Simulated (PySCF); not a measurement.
# C2H11N3OSi3: the cost of one run

Programs: PySCF 2.14.0, with density-fitted response routines of our own. Each step states its level of theory. These are calculated values for one molecule, in the gas phase or a continuum, unless marked as measured. Atoms count from 0, in the outputs and in this text.

## 1. Starting geometry

20 atoms, charge 0, multiplicity 1; geometry from: GFN2-xTB. The atoms were then displaced at random by about 0.01 Å, so the start is not that level's minimum.

Bonds of the start (Å): C0–C1 1.53, C1–O2 1.20, C1–Si3 1.88, Si3–N4 1.73, N4–Si5 1.73, Si5–N6 1.73, N6–Si7 1.72, Si7–N8 1.71, N8–Si3 1.73, C0–H9 1.07, C0–H10 1.09, C0–H11 1.07, Si3–H12 1.48, N4–H13 1.01, Si5–H14 1.45, Si5–H15 1.47, N6–H16 1.02, Si7–H17 1.48, Si7–H18 1.47, N8–H19 1.00.

## 2. Optimising the geometry at PBE0-D3(BJ)/def2-SVP

Job settings and geometry (Å):

```
{"job": {"xc": "PBE0", "basis": "def2-SVP", "d3": "d3bj", "grid": 1, "shake": 0.01, "kind": "geom"}, "charge": 0, "multiplicity": 1}
C      3.115420    -0.984020    -0.449970
C      2.372970     0.188800     0.195600
O      2.898120     0.884180     1.023490
Si     0.626530     0.607730    -0.363480
N     -0.258620     1.101750     1.035490
Si    -1.976630     1.173100     1.217190
N     -2.596740     0.333680    -0.156560
Si    -1.913070    -0.952950    -1.079330
N     -0.211860    -0.787530    -0.950800
H      4.100460    -1.076100    -0.050850
H      3.124610    -0.782180    -1.517870
H      2.529690    -1.867610    -0.277810
H      0.639410     1.679030    -1.390380
H      0.277590     1.492000     1.803520
H     -2.491990     2.530750     1.146720
H     -2.321820     0.535290     2.499530
H     -3.584580     0.499740    -0.322440
H     -2.275070    -2.281010    -0.537420
H     -2.407440    -0.797530    -2.451050
H      0.302020    -1.481730    -1.451990
```

Started as:

```sh
OMP_NUM_THREADS=1 python probes_run.py task.json out
```

The driver reads the jobs from task.json and runs them one after another.

Q: Estimate the wall time and peak memory of this first job on 1 thread of Arm Neoverse N1, shared host.

About 9 min, with a peak of 0.91 GiB.
